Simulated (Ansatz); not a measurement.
# C14H14: up Jacob's ladder to CCSD(T)

One table from this session's results is given with a row withheld; the runs are named, their logs left out.

Computed with Ansatz 0.2.0, Gaussian basis. Level: functionals in def2-TZVPP, the program's frozen cores in correlated methods.

The runs, in order: LDA (SPW92), PBE-D4, revPBE-D4, BLYP-D4, r2SCAN-D4, B97M-V, PBE0-D4, B3LYP-D4, r2SCANh-D4, r2SCAN0-D4, HSE06-D4, BHLYP-D4, CAM-B3LYP-D4, LC-ωPBE, ωB97X-V, ωB97M-V, B2PLYP, PBE-QIDH; CCSD(T)/def2-SVP; CCSD(T)/def2-TZVPP; MP2/def2-QZVPP; extrapolation to the limit; RPA on PBE.

### The geometry

The geometry comes from an earlier relaxation with PBE0-D4 in a triple-zeta def2 set; it is a stationary point, not always the lowest conformer.

28 atoms, charge 0, spin multiplicity 1.

Atoms are counted from 1 here; the program's logs count them from 0.

Bond lengths: C1–C2 1.387 Å, C1–C14 1.387 Å, C1–H15 1.084 Å, C2–C3 1.386 Å, C2–H16 1.084 Å, C3–C4 1.392 Å, C3–H17 1.086 Å, C4–C5 1.499 Å, C4–C13 1.391 Å, C5–C6 1.538 Å, C5–H18 1.094 Å, C5–H19 1.094 Å, C6–C7 1.499 Å, C6–H20 1.094 Å, C6–H21 1.094 Å, C7–C8 1.392 Å, C7–C12 1.391 Å, C8–C9 1.386 Å and more. Angles: C2–C1–C14 119.5°, C2–C1–H15 120.2°, C14–C1–H15 120.3°, C1–C2–C3 120.0°, C1–C2–H16 120.1°, C3–C2–H16 119.9°, C2–C3–C4 121.0°, C2–C3–H17 119.7°, C4–C3–H17 119.3°, C3–C4–C5 120.5°, C3–C4–C13 118.4°, C5–C4–C13 121.0°, C4–C5–C6 112.6°, C4–C5–H18 109.8°, C4–C5–H19 109.8°, C6–C5–H18 108.9°, C6–C5–H19 108.6°, H18–C5–H19 107.1° and more.

Coordinates:

```xyz
28

C    -1.06883   -3.16011    0.93875
C    -0.95564   -2.49232    2.14955
C    -1.05704   -1.11066    2.19219
C    -1.27280   -0.37208    1.03225
C    -1.31566    1.12583    1.08048
C     0.08529    1.75969    1.03069
C     0.81298    1.45063   -0.24322
C     0.58579    2.20833   -1.38857
C     1.20751    1.89391   -2.58677
C     2.07080    0.81018   -2.65800
C     2.30709    0.04886   -1.52353
C     1.68222    0.36790   -0.32779
C    -1.38634   -1.05404   -0.17487
C    -1.28597   -2.43590   -0.22352
H    -0.99200   -4.24077    0.90256
H    -0.79211   -3.05023    3.06483
H    -0.97004   -0.59410    3.14350
H    -1.90602    1.50609    0.24192
H    -1.81360    1.45246    1.99839
H    -0.01802    2.84301    1.14446
H     0.66650    1.40087    1.88493
H    -0.08696    3.05939   -1.33884
H     1.02114    2.49919   -3.46691
H     2.56005    0.56308   -3.59321
H     2.98016   -0.79988   -1.56911
H     1.86157   -0.23877    0.55351
H    -1.54418   -0.49190   -1.08920
H    -1.37593   -2.94870   -1.17453
```

Set-up of the first run:

in.yaml

```yaml
crystal:
  periodic: [false, false, false]
  atoms:
    - {symbol: C, position_ang: [-1.068832, -3.160108, 0.938754]}
    - {symbol: C, position_ang: [-0.955644, -2.492323, 2.149555]}
    - {symbol: C, position_ang: [-1.057037, -1.110659, 2.192195]}
    - {symbol: C, position_ang: [-1.272799, -0.372077, 1.032253]}
    - {symbol: C, position_ang: [-1.315663, 1.125835, 1.080481]}
    - {symbol: C, position_ang: [0.085291, 1.759689, 1.030690]}
    - {symbol: C, position_ang: [0.812983, 1.450633, -0.243219]}
    - {symbol: C, position_ang: [0.585793, 2.208326, -1.388575]}
    - {symbol: C, position_ang: [1.207511, 1.893910, -2.586769]}
    - {symbol: C, position_ang: [2.070799, 0.810177, -2.658000]}
    - {symbol: C, position_ang: [2.307090, 0.048863, -1.523526]}
    - {symbol: C, position_ang: [1.682222, 0.367900, -0.327793]}
    - {symbol: C, position_ang: [-1.386338, -1.054039, -0.174870]}
    - {symbol: C, position_ang: [-1.285970, -2.435904, -0.223516]}
    - {symbol: H, position_ang: [-0.991996, -4.240767, 0.902563]}
    - {symbol: H, position_ang: [-0.792113, -3.050232, 3.064835]}
    - {symbol: H, position_ang: [-0.970042, -0.594096, 3.143497]}
    - {symbol: H, position_ang: [-1.906019, 1.506090, 0.241920]}
    - {symbol: H, position_ang: [-1.813604, 1.452462, 1.998389]}
    - {symbol: H, position_ang: [-0.018022, 2.843010, 1.144462]}
    - {symbol: H, position_ang: [0.666498, 1.400868, 1.884934]}
    - {symbol: H, position_ang: [-0.086955, 3.059394, -1.338838]}
    - {symbol: H, position_ang: [1.021145, 2.499193, -3.466907]}
    - {symbol: H, position_ang: [2.560048, 0.563076, -3.593208]}
    - {symbol: H, position_ang: [2.980165, -0.799878, -1.569108]}
    - {symbol: H, position_ang: [1.861572, -0.238766, 0.553513]}
    - {symbol: H, position_ang: [-1.544182, -0.491901, -1.089196]}
    - {symbol: H, position_ang: [-1.375932, -2.948698, -1.174527]}
basis:
  gaussian: {orbitals: def2-TZVPP}
hamiltonian: {xc: lda}
output: {orbitals: {seedname: orbitals}}
```

On the command line:

```sh
$ ansatz run in.yaml --threads 10 --pin off --events-out ev --progress --plain --max-ram 110592MiB --backend cuda --devices 0, --max-vram 75GiB
```

Among the steps run: LDA; PBE-D4 (GGA); revPBE-D4 (GGA); BLYP-D4 (GGA); r2SCAN-D4 (meta-GGA); B97M-V (meta-GGA); B3LYP-D4 (hybrid); r2SCANh-D4 (hybrid); r2SCAN0-D4 (hybrid); HSE06-D4 (hybrid); BHLYP-D4 (hybrid); CAM-B3LYP-D4 (range-separated); LC-ωPBE (range-separated); ωB97X-V (range-separated); ωB97M-V (range-separated); B2PLYP (double hybrid); PBE-QIDH (double hybrid).

One table of the session follows, with a row left open; its other results are not shown here.

It belongs to the step «Frontier levels by functional». 

| functional | HOMO (eV) | gap (eV) |
| --- | --- | --- |
| LDA (SPW92) | -6.12 | 4.73 |
| PBE-D4 | -5.92 | 4.78 |
| revPBE-D4 | -5.84 | 4.80 |
| BLYP-D4 | -5.73 | 4.76 |
| r2SCAN-D4 | -6.07 | 5.12 |
| B97M-V | -6.06 | 5.16 |
| PBE0-D4 | -6.88 | 6.64 |
| B3LYP-D4 | -6.67 | 6.24 |
| r2SCANh-D4 | -6.44 | 5.82 |
| r2SCAN0-D4 | -6.99 | 6.85 |
| HSE06-D4 | ? | ? |
| BHLYP-D4 | -7.66 | 8.44 |
| CAM-B3LYP-D4 | -8.07 | 8.91 |
| LC-ωPBE | -9.35 | 11.20 |
| ωB97X-V | -9.02 | 10.84 |
| ωB97M-V | -8.95 | 10.67 |

Estimate the missing values for HSE06-D4.

The run gave: HOMO (eV): -6.49; gap (eV): 5.88. In the column «HOMO (eV)» it lies between B3LYP-D4 (-6.67) and r2SCANh-D4 (-6.44).
